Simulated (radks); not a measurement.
# K in [Ne] 3s1.5 3p6 4s1 4f0.5: an all-electron calculation

An exercise on one series of results from a longer session: the logs are not shown, and one member is left open.

Program: radks (a radial shooting solver on a logarithmic mesh, Libxc functionals) version 1. Level of theory: Dirac Kohn-Sham, PBE, spin-unpolarised, spherical densities, finite nucleus; open shells fill j = l - 1/2 first. These are calculated values, not measurements, unless marked.

**What is computed**

| Item | Value |
| --- | --- |
| element | potassium (Z = 19) |
| charge | 0 |
| electrons | 19 |
| configuration | [Ne] 3s1.5 3p6 4s1 4f0.5 |
| nuclear rms radius | 3.4349 fm |

Set-up of the first run:

Input:

```text
Z 19
configuration [Ne] 3s1.5 3p6 4s1 4f0.5 3d0 4p0
relativity Dirac
functional pbe,pbe
spin unpolarised
j_filling energy
nucleus finite rms 3.4349 fm
c 137.035999084
```

The run is started by

```
$ python run_ks.py task.json out
```

The same process makes all the runs of this session.

Among the steps run: Self-consistent calculation.

One of the session's tables, all rows but one given; the rest of the session is left out.

It belongs to the step «Orbitals and density». Radial moments (bohr):

| level | <r> | outermost maximum (interpolated) | 90 % within | nodes |
| --- | --- | --- | --- | --- |
| 1s1/2 | 0.08105 | 0.0530 | 0.145 | 0 |
| 2s1/2 | 0.3874 | 0.318 | 0.604 | 1 |
| 2p1/2 | 0.3488 | 0.261 | 0.577 | 0 |
| 2p3/2 | 0.3512 | 0.263 | 0.580 | 0 |
| 3s1/2 | 1.251 | 1.07 | 1.88 | 2 |
| 3p1/2 | 1.390 | 1.14 | 2.15 | 1 |
| 3p3/2 | 1.397 | 1.14 | 2.17 | 1 |
| 4s1/2 | ? | ? | ? | ? |
| 3d3/2 | 2.866 | 1.54 | 5.26 | 0 |
| 3d5/2 | 2.874 | 1.54 | 5.27 | 0 |
| 4p1/2 | 5.430 | 4.57 | 8.14 | 2 |
| 4p3/2 | 5.451 | 4.59 | 8.17 | 2 |
| 4f5/2 | 26.52 | 26.6 | 35.2 | 0 |
| 4f7/2 | 26.52 | 26.6 | 35.2 | 0 |

**Question.** Estimate the row for 4s1/2.

The run gave: <r>: 4.210; outermost maximum (interpolated): 3.61; 90 % within: 6.26; nodes: 3. In the column «<r>» it lies between 3d5/2 (2.874) and 4p1/2 (5.430).
